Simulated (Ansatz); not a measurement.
# CsP2: the cost of one run

Program: Ansatz 0.2.0. Level of theory: DFT PBE, scalar-relativistic, plane waves, PAW. These are calculated values, not measurements.

1 further run of the same task is left out (it didn't finish).

**1. The system as given**

The structure is tetragonal, space group P-4m2 (No. 115). Conventional cell: a = 5.046 Å, b = 5.046 Å, c = 7.137 Å, α = 90.00°, β = 90.00°, γ = 90.00°. Cs (site symmetry -4m2) has 4 P at 3.09 Å as nearest neighbours. P (site symmetry 2mm) is surrounded by 2 Cs at 3.09 Å.

As a file:

```
CELL_PARAMETERS angstrom
5.04632 0.00000 0.00000
0.00000 5.04632 0.00000
0.00000 0.00000 7.13658
ATOMIC_POSITIONS crystal
Cs 0.00000 0.00000 0.00000
P 0.50000 0.00000 0.25000
P 0.00000 0.50000 0.75000
```

The cell is invented: ordered vacancies on the cation sites of zinc blende (P-4m2, No. 115). Its size is a rough estimate.

**2. The guess as it stands, on a coarse mesh**

Input file input.yaml:

```yaml
crystal:
  lattice:
    - [5.04632486, 0.0, 0.0]
    - [0.0, 5.04632486, 0.0]
    - [0.0, 0.0, 7.13658106]
  atoms:
    - { symbol: Cs, position: [0.0, 0.0, 0.0] }
    - { symbol: P, position: [0.5, 0.0, 0.25] }
    - { symbol: P, position: [0.0, 0.5, 0.75] }
basis:
  ecutwfc: 420
kpoints:
  mp_grid: { grid: [4, 4, 4] }
hamiltonian:
  xc: pbe
scf:
  occupations: { method: gaussian, width: 0.1 }
  lower_state_search: "off"
output:
  forces: true
  stress: true
  eigenvalues: true
```

Run with:

```console
ansatz run input.yaml --threads 1 --pin off --max-ram 2048MiB --backend cpu --events-out ev --progress --plain --runs-dir out
```

Q: Estimate wall time and peak memory on 1 thread of Intel Xeon Platinum 8375C at 2.90GHz (Ice Lake), shared host.

About 4.3 s, with a peak of 0.4 GiB.
